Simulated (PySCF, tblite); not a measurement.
# C3H6BFO3: geometry, infrared bands and NMR shifts

What infrared bands and NMR shifts should C3H6BFO3 (`OB1OC[C@@H](CF)O1`) show?

Computed with tblite 0.8.0 and PySCF 2.14.0, with density-fitted response routines of our own, on a single molecule in the gas phase. Atoms are numbered from 0 throughout.

**1. The starting structure**

14 atoms, charge 0, multiplicity 1; geometry from: force field or distance geometry start.

Bonds of the start (Å): O0–B1 1.47, B1–O2 1.46, O2–C3 1.41, C3–C4 1.53, C4–C5 1.53, C5–F6 1.38, C4–O7 1.41, O7–B1 1.43, O0–H8 0.99, C3–H9 1.13, C3–H10 1.12, C4–H11 1.12, C5–H12 1.12, C5–H13 1.11.

**2. Relaxing the molecule with GFN2-xTB**

What the job is given:

```
{"job": {"kind": "relax", "xc": "GFN2-xTB", "basis": "xTB"}, "charge": 0, "multiplicity": 1}
O      2.768900     0.735000    -0.083000
B      1.488900     0.787500     0.634300
O      1.273200    -0.183000     1.707600
C      0.228000    -0.930200     1.134300
C     -0.391500    -0.124300    -0.011700
C     -1.891500     0.121900     0.184700
F     -2.395900     0.843100    -0.883400
O      0.289100     1.110000    -0.082300
H      3.256500     1.537900     0.226000
H     -0.521200    -1.168600     1.939600
H      0.632000    -1.905500     0.764800
H     -0.255400    -0.674300    -0.978300
H     -2.062400     0.698200     1.133200
H     -2.419700    -0.848100     0.252300
```

On the command line:

```
OMP_NUM_THREADS=1 python probes_run.py task.json out
```

This one command runs all jobs of the session in turn.

**Question.** This job is followed by: GFN2-xTB harmonic vibrations, gas phase; GIAO PBE0/pcSseg-1 NMR shielding, non-relativistic, gas phase. Predict these results of the whole session: strongest single infrared mode (GFN2-xTB); zero-point energy (GFN2-xTB); ¹³C shifts against TMS (PBE0/pcSseg-1); ¹H shifts against TMS (PBE0/pcSseg-1); ¹⁷O shifts against H2O (PBE0/pcSseg-1); ¹¹B shifts against BF3·OEt2 (PBE0/pcSseg-1); ¹⁹F shifts against CFCl3 (PBE0/pcSseg-1).

The runs gave:

```
                                   quantity                                   value
  strongest single infrared mode (GFN2-xTB)                   1378 cm⁻¹, 566 km/mol
               zero-point energy (GFN2-xTB)                           63.3 kcal/mol
     ¹³C shifts against TMS (PBE0/pcSseg-1)                    92.7, 80.7, 70.2 ppm
      ¹H shifts against TMS (PBE0/pcSseg-1)  4.85, 4.76, 4.59, 4.37, 3.81, 3.57 ppm
     ¹⁷O shifts against H2O (PBE0/pcSseg-1)                   114.8, 87.7, 70.3 ppm
¹¹B shifts against BF3·OEt2 (PBE0/pcSseg-1)                                22.3 ppm
   ¹⁹F shifts against CFCl3 (PBE0/pcSseg-1)                              -241.6 ppm
```

In words: Over 75 steps the energy fell by 1.767 eV; of the close pairs, O0–B1 changed most, 1.468 to 1.338 Å. All 36 modes are real, so the xTB geometry is a minimum. The strongest single mode, at 1378 cm⁻¹, moves mainly B1. GFN2-xTB is a fitted tight-binding method: band positions and strengths are rough. Its intensities can rank the bands wrongly. The most deshielded carbon is C5 (sp3 CH2 bonded to F), at 92.7 ppm: deshielded by the electronegative neighbour. H11 (hydrogen on an sp3 CH bonded to O) lies farthest downfield among hydrogen, at 4.85 ppm; its carbon carries O, an electronegative neighbour. At PBE0/pcSseg-1: Shielding is most anisotropic at O2 (span 194 ppm, paramagnetic term -143 ppm).
